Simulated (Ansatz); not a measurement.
# CHGaN (doublet): from Hartree-Fock to the top rungs at a displaced geometry (v1), cc-pVDZ

One table from this session's results is given with a row withheld; the runs are named, their logs left out.

The runs use Ansatz 0.2.0, Gaussian basis; cc-pVDZ, core rule «outside noble gas», up to 16 orbitals frozen.

To be run: UHF; CCSD(T) on ROHF; CCSD(T) on UHF; BCCD(T) on ROHF; CISD; CCSDT(Q) on ROHF; CCSDT(Q) on UHF; CASSCF and MRCISD+Q, 9 electrons in 9 orbitals; CASSCF and NEVPT2, 9 electrons in 9 orbitals.

23 further runs of the same task are left out: 1 for a known fault of the program, 12 that didn't finish, 10 set aside as unsound or not needed.

## The system

The geometry is a PBE0/def2-TZVP stationary point (not a proven minimum) with its atoms shifted at random (size 0.040 Å). No spin-orbit coupling is included. The filled d shell of Ga may be among the frozen orbitals whatever the setting's name suggests; the logs give the count.

4 atoms, charge 0, spin multiplicity 2.

Atoms are counted from 1 here; the program's logs count them from 0.

Bond lengths: Ga1–C2 2.076 Å, C2–N3 1.244 Å, N3–H4 0.962 Å. Angles: Ga1–C2–N3 174.0°, C2–N3–H4 128.3°.

The first run:

Input file in.yaml:

```yaml
crystal:
  periodic: [false, false, false]
  atoms:
    - {symbol: Ga, position_ang: [0.002337, -0.133853, 2.342016]}
    - {symbol: C, position_ang: [0.001488, -0.113467, 0.265731]}
    - {symbol: N, position_ang: [0.049472, -0.220886, -0.972452]}
    - {symbol: H, position_ang: [-0.053297, 0.468206, -1.635294]}
basis:
  gaussian: {orbitals: cc-pVDZ}
magnetization: {spin_polarized: true, initial_magnetization: 1}
hamiltonian: {xc: hf}
output: {orbitals: {seedname: orbitals}}
```

Launch:

```bash
> ansatz run in.yaml --threads 1 --pin off --events-out ev --progress --plain --max-ram 2393MiB
```

Among the steps run: UHF; CCSD(T) on ROHF; CCSD(T) on UHF; BCCD(T) on ROHF; CISD; CCSDT(Q) on ROHF; CCSDT(Q) on UHF; CASSCF and MRCISD+Q, 9 electrons in 9 orbitals; CASSCF and NEVPT2, 9 electrons in 9 orbitals.

One of the session's tables, all rows but one given; the rest of the session is left out.

| method | from UCCSDT(Q) (meV) |
| --- | --- |
| ROHF | ? |
| UHF | +9869.4 |
| RMP2 | +1153.2 |
| UMP2 | +1293.4 |
| RCCSD | +481.7 |
| UCCSD | +478.6 |
| RCCSD(T) | +69.2 |
| UCCSD(T) | +74.3 |
| BCCD(T) | +67.8 |
| RCCSDT | +41.7 |
| UCCSDT | +40.5 |
| RCCSDT(Q) | +6.2 |
| UCCSDT(Q) | 0 |
| CASSCF frontier | +6408.2 |
| MRCISD frontier | +706.0 |
| MRCISD+Q frontier | +118.6 |

**Question.** Estimate the row for ROHF.

The run gave: from UCCSDT(Q) (meV): +9957.5. In the column «from UCCSDT(Q) (meV)» it is the highest.

Not comparable, so not listed: CISD; CASSCF and NEVPT2, 9 electrons in 9 orbitals (they don't share determinant, frozen orbitals or solution with the rows shown, or repeat one).

To keep in mind: Restricted and unrestricted rows rest on different reference determinants; where their highest levels disagree by more than a few hundredths of an eV, they describe different states and don't form one ladder. Warnings in the runs' records: passed over end.
